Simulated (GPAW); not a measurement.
# Cd2S (P3m1) in GPAW: convergence with smearing function

Aim: find how far smearing function must go before the results for Cd2S settle, at PBE. This setting moves, with any that are tied to it; all else stays.

All numbers are computed with GPAW 26.7.0; they aren't measurements. Logs are shortened: lines on timing, memory, paths and dates and some standing lists are left out, and cuts for length are marked. The log counts tension as positive stress, the text compression.

## (1) Starting point

The structure is trigonal, space group P3m1 (No. 156). The conventional cell has a = 3.963 Å, b = 3.963 Å, c = 5.809 Å, α = 90.00°, β = 90.00°, γ = 120.00°. Around Cd (site symmetry 3m) lie 1 S at 2.52 Å. Cd (site symmetry 3m) is surrounded by 3 S at 2.60 Å. S (site symmetry 3m) is surrounded by 4 Cd at 2.52 to 2.60 Å.

The cell comes from a database or a generator and needn't be the stable form of this composition.

## (2) With smearing function fermi-dirac

run.py reads:

```python
from ase.dft.bandgap import bandgap
from ase.io import read, write
from ase.units import GPa
from gpaw import GPAW, PW

atoms = read('POSCAR')

calc = GPAW(mode=PW(600),
            xc='PBE',
            kpts={'size': (5, 5, 3), 'gamma': True},
            occupations={'name': 'fermi-dirac', 'width': 0.1},
            nbands=26,
            convergence={'density': 1e-05, 'energy': 1e-05},
            maxiter=100,
            txt='gpaw.txt')
atoms.calc = calc
energy = atoms.get_potential_energy()
forces = atoms.get_forces()
stress = atoms.get_stress()
calc.write('gs.gpw')
write('result.traj', atoms)
print(f'Energy: {energy:.6f} eV')
print('Forces (eV/A):')
print(forces.round(4))
print('Stress (GPa):', (stress / GPa).round(3))
print('Fermi level:', round(calc.get_fermi_level(), 4), 'eV')
print(f'Gap: {bandgap(calc)[0]:.4f} eV, direct: {bandgap(calc, direct=True)[0]:.4f} eV')
```

POSCAR reads:

```
Cd2S
1.0
    3.9626700490      0.0000000000      0.0000000000
   -1.9813350245      3.4317729293      0.0000000000
    0.0000000000      0.0000000000      5.8091920000
Cd S
2 1
Direct
    0.3333333333      0.6666666667      0.9327170000
    0.6666666667      0.3333333333      0.5787350000
    0.3333333333      0.6666666667      0.3657050000
```

Potentials or basis: GPAW PAW data sets (gpaw-data 1.2.1), pw.

Command:

```console
$ OMP_NUM_THREADS=1 python run.py
```

Wall time 19 s (1 thread of Arm Neoverse V1, shared host); peak memory 0.17 GiB.

Results (log left out):

- Free energy: -6.6354 eV
- Pressure: -0.6 GPa
- Largest force: 0.041 eV/Å
- Band gap on the k mesh: 1.18 eV, indirect (least direct gap 1.37 eV)

## (3) With smearing function gaussian

run.py, as its differences from that of step 2:

```diff
@@ -10,3 +10,3 @@
             kpts={'size': (5, 5, 3), 'gamma': True},
-            occupations={'name': 'fermi-dirac', 'width': 0.1},
+            occupations={'name': 'methfessel-paxton', 'order': 0, 'width': 0.1},
             nbands=26,
```

POSCAR is that of step 2.

Potentials or basis: GPAW PAW data sets (gpaw-data 1.2.1), pw.

Command:

```console
$ OMP_NUM_THREADS=1 python run.py
```

Wall time 19 s (1 thread of Arm Neoverse V1, shared host); peak memory 0.17 GiB.

The run converged. Its results:

```
Free energy            : -6.6352 eV
Pressure               : -0.6 GPa
Largest force          : 0.041 eV/Å
Band gap on the k mesh : 1.18 eV, indirect (least direct gap 1.37 eV)
```

## (4) With smearing function marzari-vanderbilt

run.py, as its differences from that of step 3:

```diff
@@ -10,3 +10,3 @@
             kpts={'size': (5, 5, 3), 'gamma': True},
-            occupations={'name': 'methfessel-paxton', 'order': 0, 'width': 0.1},
+            occupations={'name': 'marzari-vanderbilt', 'width': 0.1},
             nbands=26,
```

POSCAR is that of step 3.

Command:

```console
$ OMP_NUM_THREADS=1 python run.py
```

It took 19 s on 1 thread of Arm Neoverse V1, shared host; peak memory 0.17 GiB.

It converged, with:

```
Free energy            : -6.6352 eV
Pressure               : -0.6 GPa
Largest force          : 0.041 eV/Å
Band gap on the k mesh : 1.18 eV, indirect (least direct gap 1.37 eV)
```

## (5) With smearing function methfessel-paxton

run.py, as its differences from that of step 4:

```diff
@@ -10,3 +10,3 @@
             kpts={'size': (5, 5, 3), 'gamma': True},
-            occupations={'name': 'marzari-vanderbilt', 'width': 0.1},
+            occupations={'name': 'methfessel-paxton', 'width': 0.1, 'order': 1},
             nbands=26,
```

POSCAR is that of step 4.

Command:

```console
$ OMP_NUM_THREADS=1 python run.py
```

Run time: 19 s. Hardware: 1 thread of Arm Neoverse V1, shared host; peak memory 0.17 GiB.

It converged, with:

- Free energy: -6.6346 eV
- Pressure: -0.7 GPa
- Largest force: 0.036 eV/Å
- Band gap on the k mesh: 1.18 eV, indirect (least direct gap 1.37 eV)

## (6) With smearing function tetrahedron-method

run.py, as its differences from that of step 5:

```diff
@@ -10,3 +10,3 @@
             kpts={'size': (5, 5, 3), 'gamma': True},
-            occupations={'name': 'methfessel-paxton', 'width': 0.1, 'order': 1},
+            occupations={'name': 'tetrahedron-method'},
             nbands=26,
```

POSCAR is that of step 5.

Potentials or basis: GPAW PAW data sets (gpaw-data 1.2.1), pw.

Command:

```console
$ OMP_NUM_THREADS=1 python run.py
```

Wall time 19 s (1 thread of Arm Neoverse V1, shared host); peak memory 0.17 GiB.

The run converged. Its results:

- Free energy: -6.6352 eV
- Pressure: -0.6 GPa
- Largest force: 0.041 eV/Å
- Band gap on the k mesh: 1.18 eV, indirect (least direct gap 1.37 eV)

## (7) With smearing function improved-tetrahedron-method

run.py, as its differences from that of step 6:

```diff
@@ -10,3 +10,3 @@
             kpts={'size': (5, 5, 3), 'gamma': True},
-            occupations={'name': 'tetrahedron-method'},
+            occupations={'name': 'improved-tetrahedron-method'},
             nbands=26,
```

POSCAR is that of step 6.

Command:

```console
$ OMP_NUM_THREADS=1 python run.py
```

Wall time 19 s (1 thread of Arm Neoverse V1, shared host); peak memory 0.17 GiB.

Results (log left out):

- Free energy: -6.6352 eV
- Pressure: -0.6 GPa
- Largest force: 0.041 eV/Å
- Band gap on the k mesh: 1.18 eV, indirect (least direct gap 1.37 eV)

## (8) With smearing function fixed

run.py, as its differences from that of step 7:

```diff
@@ -10,3 +10,3 @@
             kpts={'size': (5, 5, 3), 'gamma': True},
-            occupations={'name': 'improved-tetrahedron-method'},
+            occupations={'width': 0.0},
             nbands=26,
```

POSCAR is that of step 7.

Potentials or basis: GPAW PAW data sets (gpaw-data 1.2.1), pw.

Command:

```console
$ OMP_NUM_THREADS=1 python run.py
```

gpaw.txt:

```text
__  _  _
 | _ |_)|_||  |
 |__||  | ||/\| - 26.7.0

Input parameters:
  mode=PW(ecut=600.0),
  convergence={'density': 1e-05, 'energy': 1e-05},
  kpts=MonkhorstPack(size=(5, 5, 3), gamma=True),
  maxiter=100,
  nbands=26,
  occupations=Occupations(width=0.0),
  xc=XC(name='PBE')

Diagonalizing LCAO Hamiltonian
Converting LCAO to pw mode

        Cd

            Cd
        S

Atoms  # Å, Bohr magnetons
|   | symbol |         x |        y |        z |    initial magnetic moments |
|---|--------|-----------|----------|----------|-----------------------------|
| 0 |     Cd | -0.000000 | 2.287849 | 5.418332 | ( 0.0000,  0.0000,  0.0000) |
| 1 |     Cd |  1.981335 | 1.143924 | 3.361983 | ( 0.0000,  0.0000,  0.0000) |
| 2 |      S | -0.000000 | 2.287849 | 2.124451 | ( 0.0000,  0.0000,  0.0000) |

Unit cell  # Å
| periodic |         x |        y |        z |  lengths |     angles |
|----------|-----------|----------|----------|----------|------------|
|      yes |  3.962670 | 0.000000 | 0.000000 | 3.962670 |  90.000000 |
|      yes | -1.981335 | 3.431773 | 0.000000 | 3.962670 |  90.000000 |
|      yes |  0.000000 | 0.000000 | 5.809192 | 5.809192 | 120.000000 |

Number of symmetries: 6
Symmetry operations  # r_c * U_cc + t_c -> r_c
|   | kind |            matrix            |
|---|------|------------------------------|
| 0 |  σ   |  1, 1, 0,  0,-1, 0,  0, 0, 1 |
| 1 |  E   |  1, 0, 0,  0, 1, 0,  0, 0, 1 |
| 2 |  C3  |  0, 1, 0, -1,-1, 0,  0, 0, 1 |
| 3 |  σ   |  0,-1, 0, -1, 0, 0,  0, 0, 1 |
| 4 |  σ   | -1, 0, 0,  1, 1, 0,  0, 0, 1 |
| 5 |  C3  | -1,-1, 0,  1, 0, 0,  0, 0, 1 |

BZ-sampling:
  Number of BZ points: 75
  Number of IBZ points: 12

  Monkhorst-Pack size: [5, 5, 3]
  Monkhorst-Pack shift: [0, 0, 0]

K-points  # in reciprocal-cell coordinates
|     |                                coordinates |     weight |
|-----|--------------------------------------------|------------|
|   0 | (  0.00000000,   0.00000000,   0.00000000) | 0.01333333 |
|   1 | (  0.00000000,   0.00000000,   0.33333333) | 0.02666667 |
|   2 | (  0.20000000,   0.00000000,  -0.33333333) | 0.08000000 |
|   3 | (  0.20000000,   0.00000000,   0.00000000) | 0.08000000 |
|   4 | (  0.20000000,   0.00000000,   0.33333333) | 0.08000000 |
|   5 | (  0.40000000,  -0.20000000,   0.00000000) | 0.08000000 |
|   6 | (  0.40000000,  -0.20000000,   0.33333333) | 0.16000000 |
|   7 | (  0.40000000,   0.00000000,  -0.33333333) | 0.08000000 |
|   8 | (  0.40000000,   0.00000000,   0.00000000) | 0.08000000 |
|   9 | (  0.40000000,   0.00000000,   0.33333333) | 0.08000000 |
| ... |                                            |            |
|  11 | (  0.40000000,   0.40000000,   0.33333333) | 0.16000000 |

Plane wave coefficients: 2656
Cutoff: 600.0 eV

Spin-components: 1 (collinear spins)
Bands:           26
Projectors:      17
Spin-degeneracy: 2
Datatype:        complex128

Parallelization:
  kpt:    1
  domain: 1
  band:   1

Density:
  Valence electrons: 30.0
  Components: 1
  Grid points: [24 24 35]
  Charge: 0.0  # |e|

Potential:
  Grid points: [24 24 35]

species:
  Cd:
    name:    Cadmium
    Z:       48.0
    valence: 12
    core:    36
    charge:  0.0  # [|e|]
    compensation charges:
      type: gauss
      rc: 0.38  # [Å]
      lmax: 2
    cutoffs:
      filter: 2.12  # [Å]
      core: 2.62  # [Å]
    projectors
    | kind |    occ | energy [eV] | rcut [Å] |
    |------|--------|-------------|----------|
    |   5s |  2.000 |      -5.655 |    1.191 |
    |   5p |  0.000 |      -1.186 |    1.228 |
    |   4d | 10.000 |     -11.739 |    1.164 |
    |    s |        |      21.556 |    1.191 |
    |    p |        |      26.026 |    1.228 |
    |    d |        |      15.473 |    1.164 |

    Using partial waves for Cd as LCAO basis

  S:
    name:    Sulfur
    Z:       16.0
    valence: 6
    core:    10
    charge:  0.0  # [|e|]
    compensation charges:
      type: gauss
      rc: 0.24  # [Å]
      lmax: 2
    cutoffs:
      filter: 1.77  # [Å]
      core: 1.66  # [Å]
    projectors
    | kind |    occ | energy [eV] | rcut [Å] |
    |------|--------|-------------|----------|
    |   3s |  2.000 |     -17.254 |    0.974 |
    |   3p |  4.000 |      -7.008 |    0.979 |
    |    s |        |       9.957 |    0.974 |
    |    p |        |      20.203 |    0.979 |
    |    d |        |       0.000 |    0.900 |

    Using partial waves for S as LCAO basis

Reference energy: -315203.856570  # eV

eigensolver:
  PPCG
  Converge bands: occupied
  niter=2

density mixing:
  MSR1-Mixer
  Pratt-step length: 0.05
  Maximum mixing coefficient: 0.75
  Old densities: 10
  SVD Regularization: 0.005
  Good broyden scale: 1.0
  Trust region scale: 1.0
  Backstep threshold: 4.0
  History deletion threshold: 6.0
  Fourier metric: weight=20.0, sigma=0.015

occupation numbers:
  # Zero width

poisson solver:
  ecut: 4800.0  # eV

xc functional:
  name: PBE with 2 nearest neighbor stencil

convergence criteria:
- Maximum integral of absolute [dens]ity change: 1e-05 electrons / valence electron
- Maximum [total energy] change in last 3 cyles: 1e-05 eV / valence electron
- Maximum integral of absolute [eigenst]ate change: 4e-08 eV^2 / valence electron
maximum number of iterations: 100

SCF iterations
|iter     | |      energy | eigst |  dens |
|---------|-|-------------|-------|-------|
|iter:   1| |   -7.385710 | -0.44 |       |
|iter:   2| |   -7.186904 | -2.23 | -1.24 |
|iter:   3| |   -6.639414 | -1.64 | -1.29 |
|iter:   4| |   -6.636082 | -3.31 | -1.76 |
|iter:   5| |   -6.635386 | -3.80 | -2.09 |
|iter:   6| |   -6.635200 | -4.73 | -2.93 |
|iter:   7| |   -6.635200c| -5.90 | -3.36 |
|iter:   8| |   -6.635202c| -6.56 | -3.78 |
|iter:   9| |   -6.635202c| -8.03c| -4.40 |
|iter:  10| |   -6.635202c| -8.25c| -4.87 |
|iter:  11| |   -6.635202c| -8.69c| -5.48c|

Converged in 11 steps
Energy contributions relative to reference atoms: (reference = -315203.856570)

Energy contributions:
  Kinetic:          19.460884
  Coulomb:         -17.186335
  Zero:              0.256546
  External:          0.000000
  Xc:               -9.166297
  Entropy:           0.000000
  Spinorbit:         0.000000
  ----------------------------
  Free energy:      -6.635202
  Extrapolated:     -6.635202

dipole moment: (-1.000066, 0.577368, 11.093837)  # |e|*Ang

Fermi level: 4.322
Eigenvalues  # (at kpt = [0.000, 0.000, 0.000])
| band index |      eig [eV] | occ [0-2] |
|------------|---------------|-----------|
|          0 |        -8.584 |     2.000 |
|        ... |               |           |
|          7 |        -3.866 |     2.000 |
|          8 |        -3.866 |     2.000 |
|          9 |        -3.506 |     2.000 |
|         10 |        -3.506 |     2.000 |
|         11 |        -0.364 |     2.000 |
|         12 |         0.410 |     2.000 |
[... 8 lines left out ...]
|         21 |        14.017 |     0.000 |
|         22 |        14.489 |     0.000 |
|        ... |               |           |
|         25 |        15.545 |     0.000 |

Gap: 1.183 eV
Transition (v -> c):
  (s=0, k=11, n=14, [0.40, 0.40, 0.33]) -> (s=0, k=10, n=15, [0.40, 0.40, 0.00])
Direct/indirect transitions are different
Direct gap: 1.374 eV
Transition at: (s=0, k=11, n=14, [0.40, 0.40, 0.33])

Forces  # eV/Ang
|        x |        y |        z |
|----------|----------|----------|
| -0.00000 |  0.00000 |  0.02837 |  # Cd   0
|  0.00000 | -0.00000 | -0.04063 |  # Cd   1
| -0.00000 |  0.00000 |  0.01227 |  # S    2

Stress tensor  # eV/Ang^3
|         x |         y |         z |
|-----------|-----------|-----------|
|  0.003016 |  0.000000 | -0.000000 |
|  0.000000 |  0.003016 | -0.000000 |
| -0.000000 | -0.000000 |  0.005952 |

# Writing to gs.gpw (mode='')
```

Run time: 19 s. Hardware: 1 thread of Arm Neoverse V1, shared host; peak memory 0.17 GiB.

Results:

```yaml
Free_energy: -6.6352 eV
Pressure: -0.6 GPa
Largest_force: 0.041 eV/Å
Band_gap_on_the_k_mesh: 1.18 eV, indirect (least direct gap 1.37 eV)
```

## (9) Result

```csv
smearing function,"energy less the tightest run, at zero smearing (meV/atom)",largest force (eV/Å),SCF cycles,CPU time (s),peak memory (GiB)
fermi-dirac,0.18,0.041,11,19,0.17
gaussian,0.00,0.041,11,19,0.17
marzari-vanderbilt,0.00,0.041,11,19,0.17
methfessel-paxton,0.10,0.036,11,19,0.17
tetrahedron-method,0.00,0.041,11,19,0.17
improved-tetrahedron-method,0.00,0.041,11,19,0.17
fixed,0.00,0.041,11,19,0.17
```

Against the tightest run, the energy stays within 1 meV/atom from fermi-dirac on; the largest force stays within 0.005 eV/Å from fermi-dirac on. The tightest run that finished is the yardstick and may itself not be fully converged.

Caveats: an odd mesh through Γ misses points on the zone boundary, where band edges often lie.
